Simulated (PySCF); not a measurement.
**[La(H2O)5]3+: other functionals and bases at one geometry**

Aim: see how levels, charges and forces of [La(H2O)5]3+ depend on the level of theory. It is a constructed species; whether it can be made isn't addressed.

Program: PySCF 2.14.0. Level of theory: several levels, as the steps say, no spin–orbit coupling. These are calculated values, not measurements.

3 further runs of the same task are left out: 1 for a known fault of the program, 2 that didn't finish.

## (1) Starting geometry

16 atoms, charge 3, spin multiplicity 1.

Bond lengths: La1–O2 2.490 Å, La1–O5 2.490 Å, La1–O8 2.454 Å, La1–O11 2.480 Å, La1–O14 2.480 Å, O2–H3 0.989 Å, O2–H4 0.989 Å, O5–H6 0.989 Å, O5–H7 0.989 Å, O8–H9 0.990 Å, O8–H10 0.990 Å, O11–H12 0.990 Å, O11–H13 0.990 Å, O14–H15 0.990 Å, O14–H16 0.990 Å. Angles: O2–La1–O5 158.2°, O2–La1–O8 100.9°, O2–La1–O11 86.0°, O2–La1–O14 85.9°, O5–La1–O8 100.9°, O5–La1–O11 85.9°, O5–La1–O14 86.0°, O8–La1–O11 111.7°, O8–La1–O14 111.7°, O11–La1–O14 136.5°, La1–O2–H3 128.2°, La1–O2–H4 128.7°, H3–O2–H4 103.1°, La1–O5–H6 128.2°, La1–O5–H7 128.7°, H6–O5–H7 103.1°, La1–O8–H9 128.3°, La1–O8–H10 128.3° and more.

Geometry (Å):

```xyz
16
H10LaO5
La    0.00216    0.00000    0.00000
O    -0.46786   -0.04544    2.44489
H    -0.55221    0.71892    3.06612
H    -0.63892   -0.82629    3.02679
O    -0.46786    0.04544   -2.44489
H    -0.55221   -0.71892   -3.06612
H    -0.63892    0.82629   -3.02679
O     2.45592    0.00000    0.00000
H     3.07010    0.00140    0.77660
H     3.07010   -0.00140   -0.77660
O    -0.91640    2.30315    0.04086
H    -0.42350    3.16150    0.02372
H    -1.86376    2.58660    0.08167
O    -0.91640   -2.30315   -0.04086
H    -1.86376   -2.58660   -0.08167
H    -0.42350   -3.16150   -0.02372
```

Formal oxidation states: La +3. The 4f shell is empty and lies in the core potential. An earlier session relaxed this geometry at PBE, La lcecp-1-SVP with ECP46, O def2-SVP, H def2-SVP (singlet, point group C2).

At PBE on the finer grid: E = -412.174612 Eh, HOMO -20.78 eV, LUMO -14.75 eV, Mulliken charge on La1 +1.50 e, largest force component 0.011 eV/Å. The large-core potential holds the 4f shell empty.

Levels to run: TPSS; revPBE; BLYP; r2SCAN; PBE, TZVP. Hardware: 4 threads of Intel Xeon 6975P-C (Granite Rapids), shared host.

## (2) TPSS

Input file run.py (the lines that set the calculation):

```python
mol = gto.M(atom='''
La     0.00216     0.00000     0.00000
O     -0.46786    -0.04544     2.44489
H     -0.55221     0.71892     3.06612
H     -0.63892    -0.82629     3.02679
O     -0.46786     0.04544    -2.44489
H     -0.55221    -0.71892    -3.06612
H     -0.63892     0.82629    -3.02679
O      2.45592     0.00000     0.00000
H      3.07010     0.00140     0.77660
H      3.07010    -0.00140    -0.77660
O     -0.91640     2.30315     0.04086
H     -0.42350     3.16150     0.02372
H     -1.86376     2.58660     0.08167
O     -0.91640    -2.30315    -0.04086
H     -1.86376    -2.58660    -0.08167
H     -0.42350    -3.16150    -0.02372''',
    basis={'La': 'lcecp-1-SVP', 'O': 'def2-SVP', 'H': 'def2-SVP'},
    ecp={'La': 'lcecp-1-SVP'},
    charge=3, spin=0)
mf = dft.RKS(mol, xc='TPSS')
mf.grids.atom_grid = (75, 302)  # f atoms: unpruned, at least (60, 302)
mf = mf.density_fit()  # fitting sets: La AutoAux, O def2-universal-JKFIT, H def2-universal-JKFIT
mf.conv_tol = 1e-08; mf.max_cycle = 55
mf.kernel(dm0)  # dm0: the density of the relaxed state
```

Started as:

```sh
$ OMP_NUM_THREADS=4 python run.py
```

## (3) revPBE

Changes to run.py (the lines that set the calculation) since step 2:

```diff
@@ -20,3 +20,3 @@
     charge=3, spin=0)
-mf = dft.RKS(mol, xc='TPSS')
+mf = dft.RKS(mol, xc='PBE_R,PBE')
 mf.grids.atom_grid = (75, 302)  # f atoms: unpruned, at least (60, 302)
```

## (4) BLYP

Changes to run.py (the lines that set the calculation) since step 3:

```diff
@@ -20,3 +20,3 @@
     charge=3, spin=0)
-mf = dft.RKS(mol, xc='PBE_R,PBE')
+mf = dft.RKS(mol, xc='BLYP')
 mf.grids.atom_grid = (75, 302)  # f atoms: unpruned, at least (60, 302)
```

## (5) r2SCAN

Changes to run.py (the lines that set the calculation) since step 4:

```diff
@@ -20,3 +20,3 @@
     charge=3, spin=0)
-mf = dft.RKS(mol, xc='BLYP')
+mf = dft.RKS(mol, xc='R2SCAN')
 mf.grids.atom_grid = (75, 302)  # f atoms: unpruned, at least (60, 302)
```

## (6) PBE, TZVP

Basis: La lcecp-1-TZVP with ECP46, O def2-TZVP, H def2-TZVP. 

Changes to run.py (the lines that set the calculation) since step 5:

```diff
@@ -17,6 +17,6 @@
 H     -0.42350    -3.16150    -0.02372''',
-    basis={'La': 'lcecp-1-SVP', 'O': 'def2-SVP', 'H': 'def2-SVP'},
-    ecp={'La': 'lcecp-1-SVP'},
+    basis={'La': 'lcecp-1-TZVP', 'O': 'def2-TZVP', 'H': 'def2-TZVP'},
+    ecp={'La': 'lcecp-1-TZVP'},
     charge=3, spin=0)
-mf = dft.RKS(mol, xc='R2SCAN')
+mf = dft.RKS(mol, xc='PBE')
 mf.grids.atom_grid = (75, 302)  # f atoms: unpruned, at least (60, 302)
@@ -24,2 +24,2 @@
 mf.conv_tol = 1e-08; mf.max_cycle = 55
-mf.kernel(dm0)  # dm0: the density of the relaxed state
+mf.kernel(dm0)  # dm0: free metal ions and neutral atoms
```

Q: Predict the outcome of this session. Wanted: for each run, HOMO; gap; charge on La1; dipole; largest force component.

The runs gave:

| level | state | HOMO (eV) | gap (eV) | charge on La1 (e) | dipole (D) | largest force component (eV/Å) | basis functions | time |
| --- | --- | --- | --- | --- | --- | --- | --- | --- |
| PBE (relaxed here) | singlet | -20.78 | 6.03 | 1.50 | 0.22 | 0.01 | 153 | 24 s |
| TPSS | singlet | -20.89 | 6.35 | 1.59 | 0.21 | 0.10 | 153 | 13 s |
| revPBE | singlet | -20.74 | 6.08 | 1.54 | 0.21 | 0.15 | 153 | 7.9 s |
| BLYP | singlet | -20.66 | 6.06 | 1.48 | 0.21 | 0.10 | 153 | 8.5 s |
| r2SCAN | singlet | -21.24 | 6.73 | 1.67 | 0.21 | 0.40 | 153 | 15 s |
| PBE, TZVP | singlet | -20.89 | 6.13 | 2.00 | 0.18 | 0.34 | 262 | 30 s |

Times are on 4 threads of Intel Xeon 6975P-C (Granite Rapids), shared host; the first row also made further properties. The dipole of a charged species depends on the origin, so these sizes hold for this origin alone.

In one basis the gap runs from 6.03 eV (PBE) to 6.73 eV (r2SCAN). The largest leftover force, 0.40 eV/Å with r2SCAN, stands at a geometry relaxed at another level. The Mulliken charge on La spans +1.48 to +2.00 e over the levels. With 4f in the core, its levels are missing from HOMO and gap, and its count is fixed, so no charge can pass from the ligands into it. Total energies of different levels can't be compared. Spin–orbit coupling is left out throughout.
